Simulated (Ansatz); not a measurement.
**C₂H₄SZn: one species, many methods**

An exercise on one series of results from a longer session: the logs are not shown, and one member is left open.

Method: functionals in def2-TZVPP, the program's frozen cores in correlated methods; program: Ansatz 0.2.0, Gaussian basis.

Plan: LDA (SPW92), PBE-D4, revPBE-D4, BLYP-D4, r2SCAN-D4, B97M-V, PBE0-D4, B3LYP-D4, r2SCANh-D4, r2SCAN0-D4, HSE06-D4, BHLYP-D4, CAM-B3LYP-D4, LC-ωPBE, ωB97X-V, ωB97M-V, B2PLYP, PBE-QIDH; CCSD(T)/def2-SVP; CCSD(T)/def2-TZVPP; MP2/def2-QZVPP; extrapolation to the limit; RPA on PBE.

### The relaxed structure

An earlier PBE0-D4 in a triple-zeta def2 set relaxation fixed the geometry.

8 atoms, charge 0, spin multiplicity 1.

Atoms are counted from 1 here; the program's logs count them from 0.

Bond lengths: C1–Zn2 1.933 Å, C1–H5 1.093 Å, C1–H6 1.092 Å, C1–H7 1.092 Å, Zn2–C3 1.946 Å, C3–S4 1.622 Å, C3–H8 1.093 Å. Angles: Zn2–C1–H5 110.8°, Zn2–C1–H6 110.9°, Zn2–C1–H7 110.7°, H5–C1–H6 108.1°, H5–C1–H7 108.1°, H6–C1–H7 108.2°, C1–Zn2–C3 174.2°, Zn2–C3–S4 112.9°, Zn2–C3–H8 129.4°, S4–C3–H8 117.7°.

Set-up of the first run:

The input, in.yaml:

```yaml
crystal:
  periodic: [false, false, false]
  atoms:
    - {symbol: C, position_ang: [-0.803441, 1.410150, 0.545498]}
    - {symbol: Zn, position_ang: [0.253507, -0.068021, -0.113338]}
    - {symbol: C, position_ang: [1.165914, -1.670956, -0.732674]}
    - {symbol: S, position_ang: [0.265362, -3.010217, -0.573254]}
    - {symbol: H, position_ang: [-1.247004, 1.968332, -0.282310]}
    - {symbol: H, position_ang: [-0.188815, 2.099755, 1.128509]}
    - {symbol: H, position_ang: [-1.612874, 1.050738, 1.184785]}
    - {symbol: H, position_ang: [2.167341, -1.779801, -1.157226]}
basis:
  gaussian: {orbitals: def2-TZVPP}
hamiltonian: {xc: lda}
output: {orbitals: {seedname: orbitals}}
```

Run with:

```bash
> ansatz run in.yaml --threads 4 --pin off --events-out ev --progress --plain --max-ram 10444MiB
```

Among the steps run: LDA; PBE-D4 (GGA); revPBE-D4 (GGA); BLYP-D4 (GGA); r2SCAN-D4 (meta-GGA); B97M-V (meta-GGA); PBE0-D4 (hybrid); B3LYP-D4 (hybrid); r2SCANh-D4 (hybrid); r2SCAN0-D4 (hybrid); HSE06-D4 (hybrid); BHLYP-D4 (hybrid); CAM-B3LYP-D4 (range-separated); LC-ωPBE (range-separated); ωB97X-V (range-separated); ωB97M-V (range-separated); B2PLYP (double hybrid); PBE-QIDH (double hybrid).

One table of the session follows, with a row left open; its other results are not shown here.

It belongs to the step «Frontier levels by functional». 

| functional | HOMO (eV) | LUMO (eV) | gap (eV) |
| --- | --- | --- | --- |
| LDA (SPW92) | -4.97 | -3.66 | 1.31 |
| PBE-D4 | -4.83 | -3.44 | 1.39 |
| revPBE-D4 | -4.77 | -3.35 | 1.42 |
| BLYP-D4 | -4.69 | -3.27 | 1.42 |
| r2SCAN-D4 | -5.01 | -3.33 | 1.67 |
| B97M-V | -5.04 | -3.23 | 1.81 |
| PBE0-D4 | ? | ? | ? |
| B3LYP-D4 | -5.73 | -2.67 | 3.06 |
| r2SCANh-D4 | -5.42 | -2.97 | 2.45 |
| r2SCAN0-D4 | -6.05 | -2.42 | 3.63 |
| HSE06-D4 | -5.53 | -2.85 | 2.68 |
| BHLYP-D4 | -6.93 | -1.39 | 5.54 |
| CAM-B3LYP-D4 | -7.22 | -1.31 | 5.91 |
| LC-ωPBE | -8.57 | -0.21 | 8.36 |
| ωB97X-V | -8.21 | -0.26 | 7.95 |
| ωB97M-V | -8.06 | -0.34 | 7.72 |

**Question.** Estimate the row for PBE0-D4.

**Answer.** HOMO (eV): -5.93; LUMO (eV): -2.47; gap (eV): 3.46. In the column «HOMO (eV)» it lies between r2SCAN0-D4 (-6.05) and B3LYP-D4 (-5.73).
